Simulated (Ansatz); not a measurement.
**MgI2: an axial (c/a) deformation path**

An exercise on one series of results from a longer session: the logs are not shown, and one member is left open.

Program: Ansatz 0.2.0. Level of theory: DFT LDA, scalar-relativistic, plane waves, PAW. These are calculated values, not measurements.

### Starting point

The structure is trigonal, space group P-3m1 (No. 164). The conventional cell has a = 4.154 Å, b = 4.154 Å, c = 6.862 Å, α = 90.00°, β = 90.00°, γ = 120.00°. Mg (site symmetry -3m) has 6 I at 2.92 Å as nearest neighbours. Around I (site symmetry 3m) lie 3 Mg at 2.92 Å.

As a file:

```
Mg I
1.0
     4.15370    0.00000    0.00000
    -2.07685    3.59721    0.00000
     0.00000    0.00000    6.86200
Mg I
1 2
Direct
  0.00000 0.00000 0.00000
  0.33333 0.66667 0.75763
  0.66667 0.33333 0.24237
```

No relaxation comes first: the listed cell is the starting point.

Set-up of the first run:

Contents of input.yaml:

```yaml
crystal:
  lattice:
    - [4.1537001214, 0.0, 0.0]
    - [-2.0768500607, 3.5972098248, 0.0]
    - [0.0, 0.0, 6.862]
  atoms:
    - { symbol: Mg, position: [0.0, 0.0, 0.0] }
    - { symbol: I, position: [0.3333333333, 0.6666666667, 0.75763] }
    - { symbol: I, position: [0.6666666667, 0.3333333333, 0.24237] }
basis:
  ecutwfc: 420
kpoints:
  mp_grid: { grid: [9, 9, 4] }
hamiltonian:
  xc: lda
scf:
  occupations: { method: gaussian, width: 0.05 }
output:
  forces: true
  stress: true
  eigenvalues: true
```

Among the steps run: Zero of the scan; Point ρ = 0.850; Point ρ = 1.200; At ρ = 0.920; Point ρ = 1.100; At ρ = 0.960; Point ρ = 1.050; ρ = 0.800.

One of the session's tables, all rows but one given; the rest of the session is left out.

Collected from the runs (energy zero: the undisturbed cell):

| ρ | ΔE (meV/atom) | pressure (GPa) | gap on the mesh (eV) |
| --- | --- | --- | --- |
| 0.800 | 90.4 | -1.5 | 2.03 |
| 0.850 | 52.8 | -1.5 | 2.38 |
| 0.920 | ? | ? | ? |
| 0.960 | 5.1 | -1.4 | 3.15 |
| 1.000 | 0.0 | -1.4 | 3.36 |
| 1.050 | 2.9 | -1.3 | 3.34 |
| 1.100 | 15.9 | -1.3 | 3.21 |
| 1.200 | 71.5 | -1.0 | 2.81 |

Q: Estimate the row for ρ = 0.920 from the others.

Worked estimate for «ΔE (meV/atom)». A straight line through the neighbours (0.850, 52.8) and (0.960, 5.1) gives 52.8 + (5.1 − 52.8) × (0.920 − 0.850) / (0.960 − 0.850) = 22.4; a parabola fitted to 4 rows on both sides gives 16.8.

As computed: ΔE (meV/atom): 16.7; pressure (GPa): -1.4; gap on the mesh (eV): 2.88. In «ΔE (meV/atom)» the line misses by +5.7 and the parabola by +0.1.

Limits of these values: Layers here are held mostly by dispersion, which this level lacks, so their spacing and the stiffness across them are unreliable there.
